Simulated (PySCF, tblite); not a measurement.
# C3H3BrF2: NMR shieldings

Aim: compute the NMR shieldings of C3H3BrF2 (`C=CC(F)(F)Br`).

Programs: tblite 0.8.0 and PySCF 2.14.0, with routines of our own; each step states its level. All values are computed. Atoms count from 0.

## 1. The system as given

9 atoms, charge 0, multiplicity 1; geometry from: force field or distance geometry start.

## 2. Optimising the geometry with GFN2-xTB

The job: settings as JSON, then the geometry in Å.

```
{"job": {"kind": "relax", "xc": "GFN2-xTB", "basis": "xTB"}, "charge": 0, "multiplicity": 1}
C     -1.415000    -0.000600    -0.316800
C     -0.269300     0.466200     0.170500
C      1.043900    -0.284400     0.212800
F      1.532900    -0.308200     1.463200
F      0.895500    -1.573700    -0.182200
Br     2.280300     0.633600    -0.965300
H     -1.496400    -0.982000    -0.768600
H     -2.319200     0.610800    -0.275900
H     -0.239100     1.444400     0.637200
```

Launch:

```
> OMP_NUM_THREADS=1 python heavy_run.py task.json out
```

One launch serves the whole session: the jobs run in the order shown.

Log:

```text
step      E/eV     max force
  0    -583.93265    1.374
  1    -583.96913    0.788
  2    -583.99008    0.587
  3    -583.99490    0.227
  4    -583.99671    0.173
  5    -583.99894    0.087
  6    -583.99947    0.081
  7    -584.00015    0.064
  8    -584.00075    0.078
  9    -584.00133    0.070
 10    -584.00167    0.050
 11    -584.00196    0.048
 12    -584.00232    0.073
 13    -584.00271    0.073
 14    -584.00298    0.043
 15    -584.00312    0.034
 16    -584.00322    0.042
 17    -584.00334    0.052
 18    -584.00343    0.036
 19    -584.00347    0.017
 20    -584.00350    0.016
 21    -584.00352    0.021
 22    -584.00356    0.025
 23    -584.00360    0.018
 24    -584.00363    0.021
 25    -584.00367    0.026
 26    -584.00373    0.031
 27    -584.00381    0.037
 28    -584.00391    0.034
 29    -584.00402    0.031
 30    -584.00415    0.037
 31    -584.00435    0.067
 32    -584.00461    0.078
 33    -584.00486    0.057
 34    -584.00503    0.034
 35    -584.00513    0.031
 36    -584.00519    0.036
 37    -584.00524    0.029
 38    -584.00527    0.017
 39    -584.00529    0.014
 40    -584.00531    0.011
 41    -584.00531    0.007
```

Run time: 0.17 s. Hardware: 1 thread of Intel Xeon 6975P-C, shared host.

Along the way: (not every step is listed)

```csv
step,energy from step 0 (eV),largest force (eV/Å)
0,0.0000,1.3736
1,-0.0365,0.7875
2,-0.0574,0.5871
3,-0.0623,0.2268
4,-0.0641,0.1728
5,-0.0663,0.0869
6,-0.0668,0.0812
7,-0.0675,0.0638
8,-0.0681,0.0785
10,-0.0690,0.0497
12,-0.0697,0.0735
14,-0.0703,0.0429
16,-0.0706,0.0419
18,-0.0708,0.0356
20,-0.0709,0.0156
22,-0.0709,0.0253
24,-0.0710,0.0212
26,-0.0711,0.0311
28,-0.0713,0.0344
30,-0.0715,0.0369
32,-0.0720,0.0781
34,-0.0724,0.0337
36,-0.0725,0.0357
37,-0.0726,0.0292
38,-0.0726,0.0175
39,-0.0726,0.0139
40,-0.0727,0.0110
41,-0.0727,0.0071
```

Distances of close pairs at the start and the end, largest changes first:

```csv
bond,before (Å),after (Å),change (Å)
C2–Br5,1.939,1.998,+0.059
C1–C2,1.513,1.487,-0.026
C2–F4,1.357,1.337,-0.020
C0–H7,1.092,1.075,-0.017
C0–C1,1.330,1.320,-0.009
C0–H6,1.083,1.078,-0.006
C1–H8,1.084,1.080,-0.004
C2–F3,1.343,1.341,-0.002
```

The final coordinates are the input of the step that follows.

## 3. Vibrational analysis with GFN2-xTB

The job: settings as JSON, then the geometry in Å.

```
{"job": {"kind": "ir", "xc": "GFN2-xTB", "basis": "xTB"}, "charge": 0, "multiplicity": 1}
C     -1.397223     0.014434    -0.341416
C     -0.303400     0.466104     0.243762
C      0.983509    -0.279361     0.238184
F      1.595426    -0.258291     1.430888
F      0.867852    -1.564056    -0.113817
Br     2.245616     0.564738    -1.060181
H     -1.419209    -0.936139    -0.848358
H     -2.310618     0.581612    -0.326822
H     -0.248393     1.416953     0.752581
```

Log:

```text
mode    cm-1     km/mol
  1      64.9      0.22
  2     208.1      1.54
  3     238.9      0.59
  4     268.3      6.74
  5     271.9     11.39
  6     426.6     13.06
  7     495.0     10.84
  8     566.8      7.40
  9     712.3     21.08
 10     852.9    117.48
 11     911.2     15.99
 12     994.0     73.95
 13    1006.7     41.03
 14    1080.3    180.31
 15    1185.4    127.02
 16    1257.4      9.56
 17    1391.3     10.17
 18    1695.5      1.78
 19    3095.2      2.86
 20    3113.2      1.14
 21    3150.5      5.17
```

Run time: 0.2 s. Hardware: 1 thread of Intel Xeon 6975P-C, shared host.

The strongest bands and the atoms that carry them (share of the mass-weighted mode):

```
cm⁻¹  km/mol                               atoms
 427    13.1  F3 25 %, C0 18 %, F4 14 %, C1 13 %
 712    21.1  C1 35 %, H7 14 %, F4 12 %, C2 12 %
 853   117.5           C2 44 %, C1 15 %, F4 13 %
 911    16.0           H7 58 %, C0 17 %, H8 17 %
 994    74.0  H7 21 %, H8 19 %, H6 15 %, C2 15 %
1007    41.0                    H6 48 %, H8 41 %
1080   180.3                    C2 62 %, F3 19 %
1185   127.0           C2 62 %, H8 14 %, C1 10 %
```

## 4. Optimising the geometry at PBE0-D3(BJ)/def2-SVP

The job: settings as JSON, then the geometry in Å.

```
{"job": {"xc": "PBE0", "basis": "def2-SVP", "d3": "d3bj", "grid": 1, "maxiter": 30, "shake": 0.01, "kind": "geom"}, "charge": 0, "multiplicity": 1}
C     -1.376810    -0.011120    -0.337240
C     -0.309080     0.461580     0.241610
C      0.963310    -0.281680     0.229530
F      1.628660    -0.256030     1.427360
F      0.865040    -1.570740    -0.124370
Br     2.241710     0.569560    -1.062570
H     -1.409630    -0.938140    -0.848120
H     -2.295160     0.587060    -0.331870
H     -0.250220     1.422360     0.771930
```

Log:

```text
step   0  E = -2888.76335458  max force = 0.039120
step   1  E = -2888.76697049  max force = 0.019729
step   2  E = -2888.76777332  max force = 0.003530
step   3  E = -2888.76791080  max force = 0.003748
step   4  E = -2888.76796072  max force = 0.003060
step   5  E = -2888.76802845  max force = 0.000373
step   6  E = -2888.76803232  max force = 0.000119
optimisation converged
```

Run time: 34 s. Hardware: 1 thread of Intel Xeon 6975P-C, shared host; peak memory 0.5 GiB.

The steps of the relaxation:

```csv
step,energy from step 0 (eV),largest force component (eV/Å)
0,0.0000,2.0116
1,-0.0984,1.0145
2,-0.1202,0.1815
3,-0.1240,0.1927
4,-0.1253,0.1574
5,-0.1272,0.0192
6,-0.1273,0.0061
```

Distances of close pairs at the start and the end, largest changes first:

```
  bond  before (Å)  after (Å)  change (Å)
C2–Br5       2.007      1.968      -0.039
 C2–F3       1.370      1.336      -0.034
 C0–H6       1.059      1.093      +0.034
 C0–C1       1.303      1.330      +0.027
 C1–C2       1.474      1.490      +0.016
 C2–F4       1.340      1.332      -0.008
 C1–H8       1.099      1.093      -0.006
 C0–H7       1.096      1.092      -0.004
```

The end geometry stands in the next job.

```csv
at the end point,value
point group (found at 0.08 Å tolerance),C1
"rotational constants (GHz, main isotopes)","3.623, 1.604, 1.411"
dipole moment (D),2.18
```

## 5. NMR shieldings: PBE/pcJ-1 Br:dyall-v2z (PBE), spin–orbit

The job: settings as JSON, then the geometry in Å.

```
{"job": {"kind": "hnmr", "xc": "PBE", "basis": {"default": "pcJ-1", "Br": "dyall-v2z"}, "rel": "so"}, "charge": 0, "multiplicity": 1}
C     -1.369219     0.039962    -0.434527
C     -0.283605     0.474723     0.199888
C      0.975801    -0.316562     0.288332
F      1.397647    -0.410148     1.552657
F      0.842493    -1.551969    -0.192492
Br     2.396051     0.581562    -0.735550
H     -1.383138    -0.930965    -0.935488
H     -2.275279     0.648496    -0.473485
H     -0.242214     1.445381     0.701427
```

Level: PBE/pcJ-1 Br:dyall-v2z GIAO NMR shielding, X2C with spin-orbit coupling, screened-nuclear two-electron part, Gaussian nuclei, gas phase.

Log:

```text
spin-free SCF
coarse grid: 40888 points
cycle   1  E = -2921.5297755070  dE =  6.060e-01  |g| = 8.294e-01  |ddm| = 2.636e+00
cycle   2  E = -2921.2090961223  dE =  3.207e-01  |g| = 1.597e+00  |ddm| = 1.326e+00
cycle   3  E = -2921.6306914481  dE = -4.216e-01  |g| = 2.071e-01  |ddm| = 9.698e-01
cycle   4  E = -2921.6347778314  dE = -4.086e-03  |g| = 1.603e-01  |ddm| = 2.790e-01
cycle   5  E = -2921.6409409442  dE = -6.163e-03  |g| = 4.872e-02  |ddm| = 1.393e-01
cycle   6  E = -2921.6414885603  dE = -5.476e-04  |g| = 9.867e-03  |ddm| = 4.015e-02
cycle   7  E = -2921.6415135692  dE = -2.501e-05  |g| = 2.940e-03  |ddm| = 1.332e-02
cycle   8  E = -2921.6415149940  dE = -1.425e-06  |g| = 9.732e-04  |ddm| = 3.358e-03
final grid: 86024 points
cycle   9  E = -2921.6417195669  dE =  2.392e-07  |g| = 2.108e-03  |ddm| = 2.493e-03
cycle  10  E = -2921.6417179716  dE =  1.595e-06  |g| = 3.660e-03  |ddm| = 4.211e-03
cycle  11  E = -2921.6417200618  dE = -2.090e-06  |g| = 4.062e-04  |ddm| = 3.051e-03
cycle  12  E = -2921.6417200446  dE =  1.725e-08  |g| = 4.574e-04  |ddm| = 5.909e-04
cycle  13  E = -2921.6417200971  dE = -5.258e-08  |g| = 7.653e-05  |ddm| = 3.701e-04
cycle  14  E = -2921.6417200985  dE = -1.393e-09  |g| = 1.296e-05  |ddm| = 7.007e-05
converged SCF energy = -2921.6417200985
two-component SCF
cycle   1  E = -2921.5748024508  dE = -2.922e+03  |FDS-SDF| = 2.196e+01
cycle   2  E = -2921.7200213408  dE = -1.452e-01  |FDS-SDF| = 7.935e-03
cycle   3  E = -2921.7200211028  dE =  2.380e-07  |FDS-SDF| = 2.812e-03
cycle   4  E = -2921.7200207580  dE =  3.448e-07  |FDS-SDF| = 2.219e-03
cycle   5  E = -2921.7200215540  dE = -7.960e-07  |FDS-SDF| = 9.684e-04
cycle   6  E = -2921.7200217364  dE = -1.823e-07  |FDS-SDF| = 1.559e-04
cycle   7  E = -2921.7200217422  dE = -5.828e-09  |FDS-SDF| = 5.174e-05
converged, E = -2921.7200217422

Field gradients (au) and densities at the nuclei (bohr^-3)
atom        Vxx        Vyy        Vzz        centre      nuclear mean
  0 C     -0.1189    -0.1949     0.3138        126.206        126.203
  1 C      0.0144     0.2059    -0.2203        126.209        126.207
  2 C      0.1014     0.2746    -0.3760        126.164        126.162
  3 F     -1.3188    -1.5009     2.8198        450.377        450.358
  4 F     -1.3562    -1.4543     2.8105        450.345        450.325
  5 Br    -3.8223    -3.9407     7.7629      40852.561      40792.627
  6 H     -0.1394    -0.1542     0.2936          0.475          0.475
  7 H     -0.1420    -0.1556     0.2976          0.477          0.477
  8 H     -0.1325    -0.1584     0.2909          0.476          0.476
without picture change
  5 Br                           8.0229                     66307.517

Core orbital energies (eV)
atom   shell        mean    spread
  5 Br 1s       -13300.955   0.000
  5 Br 2s        -1730.207   0.000
  5 Br 3s         -236.879   0.000
  5 Br 4s          -20.050   0.000
  5 Br 2p1/2     -1557.660   0.000
  5 Br 2p3/2     -1510.647   0.082
  5 Br 3p1/2      -176.981   0.000
  5 Br 3p3/2      -170.173   0.256
  5 Br 3d3/2       -66.372   0.260
  5 Br 3d5/2       -65.312   0.351

Shielding tensors (ppm)
atom      isotropic    diamagn.    paramagn.     s11        s22        s33       span
  0 C        59.35      252.95     -193.59     -46.56      54.03     170.60     217.16
  1 C        35.99      256.43     -220.44     -77.12      56.00     129.09     206.21
  2 C        52.88      237.57     -184.70      40.71      50.00      67.92      27.22
  3 F       211.41      469.08     -257.67     135.73     233.91     264.59     128.86
  4 F       234.71      470.96     -236.25     158.86     245.49     299.78     140.93
  5 Br     1903.24     2987.10    -1083.86    1159.50    1440.13    3110.09    1950.59
  6 H        25.56       29.68       -4.12      22.10      24.30      30.27       8.17
  7 H        25.93       28.86       -2.93      23.83      25.07      28.91       5.08
  8 H        25.01       29.64       -4.63      22.79      24.03      28.21       5.42
```

It took 41 s on 1 thread of Intel Xeon 6975P-C, shared host; peak memory 1.2 GiB.

In short:

| quantity | value |
| --- | --- |
| energy from spin-orbit coupling | -0.0783 Eh |

## 6. NMR shieldings: KT2/pcJ-1 Br:dyall-v2z (KT2), spin–orbit

The job, as its differences from that of step 5:

```diff
@@ -1,2 +1,2 @@
-{"job": {"kind": "hnmr", "xc": "PBE", "basis": {"default": "pcJ-1", "Br": "dyall-v2z"}, "rel": "so"}, "charge": 0, "multiplicity": 1}
+{"job": {"kind": "hnmr", "xc": "KT2", "basis": {"default": "pcJ-1", "Br": "dyall-v2z"}, "rel": "so"}, "charge": 0, "multiplicity": 1}
 C     -1.369219     0.039962    -0.434527
```

Method: KT2/pcJ-1 Br:dyall-v2z GIAO NMR shielding, X2C with spin-orbit coupling, screened-nuclear two-electron part, Gaussian nuclei, gas phase.

Log:

```text
spin-free SCF
coarse grid: 40888 points
cycle   1  E = -2936.9985742592  dE =  6.437e-01  |g| = 1.435e+00  |ddm| = 2.626e+00
cycle   2  E = -2936.6210260814  dE =  3.775e-01  |g| = 1.872e+00  |ddm| = 1.568e+00
cycle   3  E = -2937.0903117095  dE = -4.693e-01  |g| = 5.234e-01  |ddm| = 1.351e+00
cycle   4  E = -2937.1194553883  dE = -2.914e-02  |g| = 3.326e-01  |ddm| = 5.726e-01
cycle   5  E = -2937.1442524317  dE = -2.480e-02  |g| = 9.422e-02  |ddm| = 2.986e-01
cycle   6  E = -2937.1461616035  dE = -1.909e-03  |g| = 1.225e-02  |ddm| = 7.053e-02
cycle   7  E = -2937.1461886036  dE = -2.700e-05  |g| = 7.958e-03  |ddm| = 1.746e-02
cycle   8  E = -2937.1462005499  dE = -1.195e-05  |g| = 1.352e-03  |ddm| = 7.391e-03
cycle   9  E = -2937.1462008326  dE = -2.827e-07  |g| = 6.286e-04  |ddm| = 1.732e-03
final grid: 86024 points
cycle  10  E = -2937.1461139765  dE = -3.114e-06  |g| = 4.049e-02  |ddm| = 1.457e-03
cycle  11  E = -2937.1461134730  dE =  5.034e-07  |g| = 2.214e-03  |ddm| = 2.422e-03
cycle  12  E = -2937.1461113429  dE =  2.130e-06  |g| = 3.938e-03  |ddm| = 4.744e-03
cycle  13  E = -2937.1461141742  dE = -2.831e-06  |g| = 2.596e-04  |ddm| = 3.195e-03
cycle  14  E = -2937.1461141864  dE = -1.219e-08  |g| = 1.577e-05  |ddm| = 2.080e-04
cycle  15  E = -2937.1461141864  dE = -2.001e-11  |g| = 1.040e-05  |ddm| = 1.682e-05
converged SCF energy = -2937.1461141864
two-component SCF
cycle   1  E = -2937.0789009769  dE = -2.937e+03  |FDS-SDF| = 2.202e+01
cycle   2  E = -2937.2244276132  dE = -1.455e-01  |FDS-SDF| = 8.099e-03
cycle   3  E = -2937.2244274961  dE =  1.170e-07  |FDS-SDF| = 2.585e-03
cycle   4  E = -2937.2244272741  dE =  2.221e-07  |FDS-SDF| = 1.945e-03
cycle   5  E = -2937.2244278153  dE = -5.413e-07  |FDS-SDF| = 8.437e-04
cycle   6  E = -2937.2244279660  dE = -1.507e-07  |FDS-SDF| = 1.202e-04
cycle   7  E = -2937.2244279691  dE = -3.070e-09  |FDS-SDF| = 5.724e-05
converged, E = -2937.2244279691

Field gradients (au) and densities at the nuclei (bohr^-3)
atom        Vxx        Vyy        Vzz        centre      nuclear mean
  0 C     -0.1220    -0.2005     0.3226        131.288        131.286
  1 C      0.0172     0.2080    -0.2252        131.291        131.288
  2 C      0.1081     0.2646    -0.3727        131.283        131.281
  3 F     -1.3980    -1.5837     2.9817        461.789        461.769
  4 F     -1.4435    -1.5234     2.9669        461.758        461.738
  5 Br    -3.6841    -3.8097     7.4938      41423.558      41358.531
  6 H     -0.1381    -0.1533     0.2914          0.493          0.493
  7 H     -0.1403    -0.1545     0.2948          0.495          0.495
  8 H     -0.1312    -0.1577     0.2889          0.493          0.493
without picture change
  5 Br                           7.7460                     67351.987

Core orbital energies (eV)
atom   shell        mean    spread
  5 Br 1s       -13348.411   0.000
  5 Br 2s        -1739.874   0.000
  5 Br 3s         -240.263   0.000
  5 Br 4s          -20.153   0.000
  5 Br 2p1/2     -1565.031   0.000
  5 Br 2p3/2     -1517.832   0.073
  5 Br 3p1/2      -179.478   0.000
  5 Br 3p3/2      -172.649   0.246
  5 Br 3d3/2       -67.940   0.249
  5 Br 3d5/2       -66.871   0.335

Shielding tensors (ppm)
atom      isotropic    diamagn.    paramagn.     s11        s22        s33       span
  0 C        74.18      256.83     -182.65     -23.96      70.69     175.80     199.75
  1 C        50.41      260.88     -210.47     -54.98      71.10     135.10     190.08
  2 C        64.13      241.12     -176.98      52.45      62.01      77.94      25.49
  3 F       211.94      472.97     -261.04     132.84     236.68     266.29     133.45
  4 F       237.29      474.79     -237.50     156.42     251.66     303.77     147.35
  5 Br     1978.62     2993.86    -1015.24    1273.58    1537.95    3124.34    1850.77
  6 H        25.74       29.78       -4.03      22.69      24.22      30.32       7.64
  7 H        26.17       28.90       -2.73      24.20      25.04      29.27       5.08
  8 H        25.15       29.67       -4.52      23.39      24.08      27.99       4.60
```

Run time: 41 s. Hardware: 1 thread of Intel Xeon 6975P-C, shared host; peak memory 1.2 GiB.

In short:

```csv
quantity,value
energy from spin-orbit coupling,-0.0783 Eh
```

## 7. NMR shieldings: B3LYP/pcJ-1 Br:dyall-v2z (B3LYP), spin–orbit

The job, as its differences from that of step 6:

```diff
@@ -1,2 +1,2 @@
-{"job": {"kind": "hnmr", "xc": "KT2", "basis": {"default": "pcJ-1", "Br": "dyall-v2z"}, "rel": "so"}, "charge": 0, "multiplicity": 1}
+{"job": {"kind": "hnmr", "xc": "B3LYP", "basis": {"default": "pcJ-1", "Br": "dyall-v2z"}, "rel": "so"}, "charge": 0, "multiplicity": 1}
 C     -1.369219     0.039962    -0.434527
```

Level: B3LYP/pcJ-1 Br:dyall-v2z GIAO NMR shielding, X2C with spin-orbit coupling, screened-nuclear two-electron part, Gaussian nuclei, gas phase.

Log:

```text
spin-free SCF
coarse grid: 40888 points
cycle   1  E = -2922.2343233359  dE =  6.890e-01  |g| = 8.348e-01  |ddm| = 2.585e+00
cycle   2  E = -2922.0200203279  dE =  2.143e-01  |g| = 1.423e+00  |ddm| = 1.230e+00
cycle   3  E = -2922.3539213526  dE = -3.339e-01  |g| = 1.165e-01  |ddm| = 8.118e-01
cycle   4  E = -2922.3556566954  dE = -1.735e-03  |g| = 7.622e-02  |ddm| = 1.420e-01
cycle   5  E = -2922.3570011102  dE = -1.344e-03  |g| = 1.999e-02  |ddm| = 6.313e-02
cycle   6  E = -2922.3570895277  dE = -8.842e-05  |g| = 3.837e-03  |ddm| = 1.526e-02
cycle   7  E = -2922.3570931747  dE = -3.647e-06  |g| = 8.518e-04  |ddm| = 4.229e-03
final grid: 86024 points
cycle   8  E = -2922.3572069125  dE =  4.653e-08  |g| = 1.253e-03  |ddm| = 1.846e-03
cycle   9  E = -2922.3572066606  dE =  2.519e-07  |g| = 1.905e-03  |ddm| = 2.178e-03
cycle  10  E = -2922.3572071168  dE = -4.562e-07  |g| = 1.196e-04  |ddm| = 1.254e-03
cycle  11  E = -2922.3572071189  dE = -2.115e-09  |g| = 2.904e-05  |ddm| = 9.561e-05
converged SCF energy = -2922.3572071189
two-component SCF
cycle   1  E = -2922.2903212412  dE = -2.922e+03  |FDS-SDF| = 2.195e+01
cycle   2  E = -2922.4353589831  dE = -1.450e-01  |FDS-SDF| = 7.793e-02
cycle   3  E = -2922.4354673476  dE = -1.084e-04  |FDS-SDF| = 3.491e-03
cycle   4  E = -2922.4354761720  dE = -8.824e-06  |FDS-SDF| = 2.071e-03
cycle   5  E = -2922.4354772260  dE = -1.054e-06  |FDS-SDF| = 8.490e-04
cycle   6  E = -2922.4354777359  dE = -5.099e-07  |FDS-SDF| = 2.044e-04
cycle   7  E = -2922.4354777486  dE = -1.268e-08  |FDS-SDF| = 1.120e-04
cycle   8  E = -2922.4354777514  dE = -2.873e-09  |FDS-SDF| = 2.358e-05
converged, E = -2922.4354777514

Field gradients (au) and densities at the nuclei (bohr^-3)
atom        Vxx        Vyy        Vzz        centre      nuclear mean
  0 C     -0.1305    -0.2187     0.3493        126.048        126.045
  1 C      0.0176     0.2209    -0.2385        126.047        126.045
  2 C      0.1130     0.2968    -0.4098        125.997        125.995
  3 F     -1.3679    -1.5509     2.9189        449.770        449.751
  4 F     -1.4043    -1.5006     2.9049        449.738        449.719
  5 Br    -4.0283    -4.1270     8.1553      40822.153      40762.206
  6 H     -0.1376    -0.1527     0.2904          0.481          0.481
  7 H     -0.1403    -0.1544     0.2947          0.483          0.483
  8 H     -0.1300    -0.1577     0.2877          0.482          0.482
without picture change
  5 Br                           8.4295                     66251.578

Core orbital energies (eV)
atom   shell        mean    spread
  5 Br 1s       -13352.963   0.000
  5 Br 2s        -1749.533   0.000
  5 Br 3s         -244.862   0.000
  5 Br 4s          -21.990   0.000
  5 Br 2p1/2     -1574.314   0.000
  5 Br 2p3/2     -1527.011   0.073
  5 Br 3p1/2      -183.674   0.000
  5 Br 3p3/2      -176.749   0.241
  5 Br 3d3/2       -70.556   0.263
  5 Br 3d5/2       -69.470   0.355

Shielding tensors (ppm)
atom      isotropic    diamagn.    paramagn.     s11        s22        s33       span
  0 C        56.81      252.99     -196.19     -55.94      55.81     170.55     226.48
  1 C        34.70      256.54     -221.84     -84.00      58.01     130.10     214.10
  2 C        57.48      236.15     -178.67      46.02      54.63      71.80      25.78
  3 F       231.13      469.66     -238.53     153.09     256.18     284.13     131.04
  4 F       253.16      471.61     -218.44     175.56     268.08     315.86     140.30
  5 Br     1926.46     2987.27    -1060.80    1180.18    1446.31    3152.90    1972.72
  6 H        25.68       29.77       -4.09      22.14      24.30      30.60       8.46
  7 H        26.08       28.98       -2.90      23.85      25.11      29.27       5.42
  8 H        25.25       29.70       -4.45      23.13      24.14      28.49       5.36
```

Run time: 1.8 min. Hardware: 1 thread of Intel Xeon 6975P-C, shared host; peak memory 1.4 GiB.

From this job:

| quantity | value |
| --- | --- |
| energy from spin-orbit coupling | -0.0783 Eh |

(Part 1 of 2 ends here.)
